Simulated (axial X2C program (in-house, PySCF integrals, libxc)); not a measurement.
**SnP⁻: bond curves with and without spin–orbit coupling, part 1 of 2**

Aim: find the lowest determinant of SnP⁻, scan the bond at several levels and fit the constants, once spin-free and once with spin–orbit coupling.

The runs use an in-house X2C program for linear molecules on PySCF integrals; all-electron X2C, Sn dyall-acv3z, P dyall-av3z.

All values are calculated.

## (1) The job

Contents of task.json:

```json
{"zs": [50, 15], "q": -1, "bas": ["dyall-acv3z", "dyall-av3z"], "levels": ["PBE0", "HF", "BP86"], "cc": true, "r0": 2.32, "thr": -1.0, "nmax": 90, "npts": 10, "nst": 2, "ntry": 6}
```

Keys: zs atomic numbers; q charge; bas basis sets; levels methods (HF also brings MP2); cc coupled cluster on or off; r0 starting distance in Å; thr threshold in hartree for freezing inner shells (an s shell follows its p shell); nmax most natural virtual spinors; npts points asked for on the curve; nst determinants followed; ntry starts of the search.

Run with:

```
python so2c.py task.json out
```

Spin-free means the one-electron spin-free X2C Hamiltonian; two-component (2c) means X2C with spin–orbit coupling and atomic mean-field two-electron Coulomb and Gaunt terms. Basis: Sn dyall-acv3z contracted to [12s13p10d5f1g], P dyall-av3z contracted to [9s8p3d2f]; Gaussian nuclei, density fitting. Masses: Sn 119.902 u, P 30.974 u.

Notation: σ, π±, δ± give the projection m of an orbital's angular momentum (0, ±1, ±2), α and β its spin, Λ and M_S the sums; ω is the projection of a spinor's total angular momentum and Ω the sum. Logs are in hartree.

The results follow Hamiltonian by Hamiltonian and level by level.

## (2) Which state to follow

Determinants are compared with PBE0 at 2.320 Å.

Spin-free determinants:

```
ΔE (eV)           state                              open shells
   0.00  M_S = 0, Λ = 0                             closed shell
   1.79  M_S = 1, Λ = 0  beyond closed shells: π+α, π+β, 2 × π-α
   1.79  M_S = 1, Λ = 2  beyond closed shells: 2 × π+α, π+β, π-α
   2.04  M_S = 0, Λ = 2  beyond closed shells: π+α, 2 × π+β, π-α
   2.09  M_S = 1, Λ = 1            beyond closed shells: σα, π+α
   2.28  M_S = 0, Λ = 1            beyond closed shells: σα, π+β
   3.00  M_S = 1, Λ = 1  beyond closed shells: σα, π+α, π+β, π-α
```

Two-component determinants:

| ΔE (eV) | state | open shells |
| --- | --- | --- |
| 0.00 | Ω = 0 | closed shell |
| 1.66 | Ω = 1 | excess of +ω over −ω: ω = -1/2, ω = 3/2 |
| 1.75 | Ω = 1 | excess of +ω over −ω: 2 × ω = 1/2 |
| 1.82 | Ω = 3 | excess of +ω over −ω: 2 × ω = 3/2 |
| 1.91 | Ω = 1 | excess of +ω over −ω: ω = -1/2, ω = 3/2 |
| 1.92 | Ω = 2 | excess of +ω over −ω: ω = 1/2, ω = 3/2 |
| 2.12 | Ω = 2 | excess of +ω over −ω: ω = 1/2, ω = 3/2 |

## (3) PBE0, spin-free

State followed: M_S = 0, Λ = 0 (closed shell). The scan is laid around 2.265 Å, a first estimate of the minimum, and this SCF restarts from the orbitals of the search.

Output at 2.265 Å:

```text
spin-free X2C-1e  PBE0
basis functions 207  fitting functions 1060  grid points 5081
iter        total energy     max residual
   1      -6513.857912440     4.01e+00
   2      -6518.239943251     4.83e-02
   3      -6517.519871233     1.33e-01
   4      -6518.276863472     4.89e-02
   5      -6518.378149119     6.68e-03
   6      -6518.380235850     2.69e-03
   7      -6518.380246487     1.67e-03
   8      -6518.380348362     1.16e-04
   9      -6518.380348721     8.53e-05
  10      -6518.380348955     6.79e-06
  11      -6518.380348956     2.21e-06
converged
one-electron -9328.84140720  Coulomb 2824.97158314  exact exchange -46.69206327  xc functional -143.04270366  nuclear repulsion 175.22424203
```

Along the bond, energies from the lowest point:

| R (Å) | E (eV) | μ (D) | HOMO (eV) | LUMO (eV) | iterations |
| --- | --- | --- | --- | --- | --- |
| 1.971 | 1.2270 | -3.12 | -0.81 | 2.84 | 13 |
| 2.061 | 0.5086 | -3.53 | -0.93 | 2.81 | 12 |
| 2.129 | 0.2002 | -3.83 | -1.01 | 2.77 | 13 |
| 2.197 | 0.0419 | -4.13 | -1.04 | 2.71 | 13 |
| 2.265 | 0.0000 | -4.41 | -0.96 | 2.64 | 11 |
| 2.344 | 0.0628 | -4.73 | -0.87 | 2.55 | 12 |
| 2.424 | 0.2146 | -5.03 | -0.80 | 2.44 | 12 |
| 2.526 | 0.4990 | -5.40 | -0.73 | 2.29 | 13 |
| 2.650 | 0.9305 | -5.82 | -0.65 | 2.10 | 14 |
| 2.831 | 1.6315 | -6.38 | -0.58 | 1.84 | 15 |

Dipoles are positive if P is the positive end and refer to the centre of mass.

Outer orbitals at the reference distance:

```json
{"symmetry": "δ-α", "occupied": "yes", "ε (eV)": "-22.83", "atomic character": "100% Sn d"}
{"symmetry": "δ+α", "occupied": "yes", "ε (eV)": "-22.83", "atomic character": "100% Sn d"}
{"symmetry": "σα", "occupied": "yes", "ε (eV)": "-22.77", "atomic character": "99% Sn d"}
{"symmetry": "π+α", "occupied": "yes", "ε (eV)": "-22.68", "atomic character": "100% Sn d"}
{"symmetry": "π-α", "occupied": "yes", "ε (eV)": "-22.68", "atomic character": "100% Sn d"}
{"symmetry": "σα", "occupied": "yes", "ε (eV)": "-10.39", "atomic character": "56% P s, 20% Sn s, 10% Sn p"}
{"symmetry": "σα", "occupied": "yes", "ε (eV)": "-5.57", "atomic character": "44% Sn s, 24% P p, 15% P s"}
{"symmetry": "σα", "occupied": "yes", "ε (eV)": "-1.12", "atomic character": "44% P p, 37% Sn p, 10% Sn s"}
{"symmetry": "π-α", "occupied": "yes", "ε (eV)": "-0.96", "atomic character": "57% P p, 33% Sn p, 4% Sn d"}
{"symmetry": "π+α", "occupied": "yes", "ε (eV)": "-0.96", "atomic character": "57% P p, 33% Sn p, 4% Sn d"}
{"symmetry": "π-α", "occupied": "no", "ε (eV)": "2.64", "atomic character": "63% Sn p, 15% Sn d, 13% P p"}
{"symmetry": "π+α", "occupied": "no", "ε (eV)": "2.64", "atomic character": "63% Sn p, 15% Sn d, 13% P p"}
{"symmetry": "σα", "occupied": "no", "ε (eV)": "2.78", "atomic character": "90% Sn p, 4% Sn s, 3% P p"}
{"symmetry": "σα", "occupied": "no", "ε (eV)": "2.97", "atomic character": "78% Sn s, 15% P p, 3% Sn p"}
```

PBE0 fields in the half plane through the axis: z from -2.4 to 4.5 Å across, distance from the axis 0.15 to 2.25 Å upwards; Sn lies at z = 0 and P at z = 2.265 Å; the ELF is damped to zero where the density is low.

log10 density (e/bohr³). Ten even steps from '0' (-3.86 ) to '9' (1.82 ):
```
000111122222222211111000
011122222222222222211100
111222333333333333222110
112233333333333333332211
122333444444444444433211
122334455544444444443221
123344577755455555443321
223345679765555886543321
```

ELF. Ten even steps from '0' (0.01 ) to '9' (0.93 ):
```
001233333333444332211000
024555554444555544432100
246777655445666666654310
468887644345677788876421
689986422235788889988642
789984234323787558999753
899963478732781111999863
899963648462661991799874
```

Re = 2.260 Å, ωe = 467 cm⁻¹, ωexe = 1.09 cm⁻¹, Be = 0.1341 cm⁻¹, De = 3.92 eV, μ = -4.39 D.

## (4) HF, spin-free

Output at 2.265 Å:

```text
spin-free X2C-1e  HF
basis functions 207  fitting functions 1060  grid points 5081
iter        total energy     max residual
   1      -6515.413835107     2.05e-01
   2      -6515.440302175     4.69e-03
   3      -6515.441155433     1.32e-03
   4      -6515.441265920     6.82e-04
   5      -6515.441293568     1.82e-04
   6      -6515.441298319     1.17e-04
   7      -6515.441298981     4.78e-05
   8      -6515.441299150     1.88e-05
   9      -6515.441299195     7.36e-06
  10      -6515.441299201     1.88e-06
  11      -6515.441299201     9.12e-07
converged
one-electron -9327.23645754  Coulomb 2823.41890472  exact exchange -186.84798841  xc functional 0.00000000  nuclear repulsion 175.22424203
```

Re = 2.238 Å, ωe = 507 cm⁻¹, ωexe = 0.987 cm⁻¹, Be = 0.1367 cm⁻¹, De = 1.000 eV, μ = -4.85 D.

## (5) BP86, spin-free

Output at 2.265 Å:

```text
spin-free X2C-1e  BP86
basis functions 207  fitting functions 1060  grid points 5081
iter        total energy     max residual
   1      -6519.620302786     8.59e-02
   2      -6519.623800443     6.47e-03
   3      -6519.588502585     3.15e-02
   4      -6519.625188288     1.29e-03
   5      -6519.625242015     6.29e-04
   6      -6519.625242708     4.84e-04
   7      -6519.625250227     3.81e-05
   8      -6519.625250288     1.79e-05
   9      -6519.625250298     3.92e-06
  10      -6519.625250299     1.20e-07
converged
one-electron -9328.90019734  Coulomb 2825.01771286  exact exchange 0.00000000  xc functional -190.96700784  nuclear repulsion 175.22424203
```

Re = 2.294 Å, ωe = 431 cm⁻¹, ωexe = 1.15 cm⁻¹, Be = 0.1302 cm⁻¹, De = 4.39 eV, μ = -4.21 D.

## (6) MP2 and beyond, spin-free

Correlated methods: 10 electrons correlated (frozen shells, counted by type: Sn 4 s, 3 p, 2 d; P 2 s, 1 p), 292 virtual spinors in MP2, 88 natural virtuals in coupled cluster.

Output of the correlated part at 2.265 Å:

```text
correlated 10  virtual 292  natural virtual 88  E(MP2) -0.254669405  MP2 remainder -0.009607117
iter   CCSD correlation   residual
   1     -0.243819189   1.87e-01
   2     -0.253397074   8.08e-02
   3     -0.256666541   3.20e-02
   4     -0.256809191   1.18e-02
   5     -0.256908006   5.02e-03
   6     -0.256894182   1.23e-03
   7     -0.256895807   4.11e-04
   8     -0.256899540   1.45e-04
   9     -0.256898457   5.73e-05
  10     -0.256898849   1.80e-05
  11     -0.256898532   6.35e-06
  12     -0.256898524   2.29e-06
(T) -0.020162237  T1 0.0306  D1 0.0424  max T2 0.096
```

T1 in the output is the amplitude norm over the root of the electron number; divide by √2 for the Lee–Taylor value.

MP2: Re = 2.323 Å, ωe = 407 cm⁻¹, Be = 0.127 cm⁻¹, De = 4.03 eV.

CCSD: Re = 2.286 Å, ωe = 454 cm⁻¹, ωexe = 1.12 cm⁻¹, Be = 0.131 cm⁻¹, De = 3.51 eV. T1 at Re = 0.022 (Lee–Taylor, the printed value over √2).

CCSD(T): Re = 2.309 Å, ωe = 429 cm⁻¹, ωexe = 1.27 cm⁻¹, Be = 0.1284 cm⁻¹, De = 3.88 eV. T1 at Re = 0.023 (Lee–Taylor, the printed value over √2).

## (7) A higher determinant, spin-free

State: M_S = 1, Λ = 0 (beyond closed shells: π+α, π+β, 2 × π-α).

Output at the reference distance:

```text
spin-free X2C-1e  PBE0
basis functions 207  fitting functions 1060  grid points 5081
iter        total energy     max residual
   1      -6513.703844636     4.04e+00
   2      -6518.184877546     5.53e-02
   3      -6517.967773123     8.10e-02
   4      -6518.297253590     1.69e-02
   5      -6518.304946892     9.56e-03
   6      -6518.308629320     1.16e-03
   7      -6518.308686647     2.75e-04
   8      -6518.308688892     1.67e-04
   9      -6518.308689686     4.25e-05
  10      -6518.308689790     2.53e-05
  11      -6518.308689828     1.11e-05
  12      -6518.308689841     5.39e-06
  13      -6518.308689843     7.79e-07
  14      -6518.308689843     1.80e-07
converged
one-electron -9328.08429901  Coulomb 2824.30174628  exact exchange -46.70310984  xc functional -143.04726929  nuclear repulsion 175.22424203
```

```
R (Å)  E above the lowest PBE0 point (eV)
1.971                               4.168
2.061                               3.126
2.129                               2.585
2.197                               2.204
2.265                               1.950
2.344                               1.778
2.424                               1.709
2.526                               1.731
2.650                               1.871
```

Re = 2.453 Å, ωe = 347 cm⁻¹, ωexe = 1.01 cm⁻¹, Be = 0.1139 cm⁻¹, μ = -3.23 D. Te = 1.70 eV. As a difference of two determinants it need not be a gap between pure terms.

## (8) The spin-free curves together

Energy (eV) of the followed determinant, spin-free, from each level's lowest point:

```
R (Å)   PBE0     HF    MP2   CCSD  CCSD(T)   BP86
1.971  1.227  1.173  1.587    n/a      n/a  1.383
2.061  0.509  0.449  0.758  0.639    0.718  0.623
2.129  0.200  0.150  0.372  0.281    0.338  0.279
2.197  0.042  0.012  0.139  0.079    0.113  0.083
2.265  0.000  0.000  0.024  0.000    0.007  0.000
2.344  0.063  0.107  0.000  0.025    0.000  0.013
2.424  0.215  0.312  0.063  0.144    0.083  0.112
2.526  0.499  0.674  0.227  0.391    0.282  0.328
2.650  0.930  1.213  0.501    n/a      n/a  0.675
2.831  1.632  2.083  0.954    n/a      n/a  1.252
```

(Continued in part 2 of 2.)
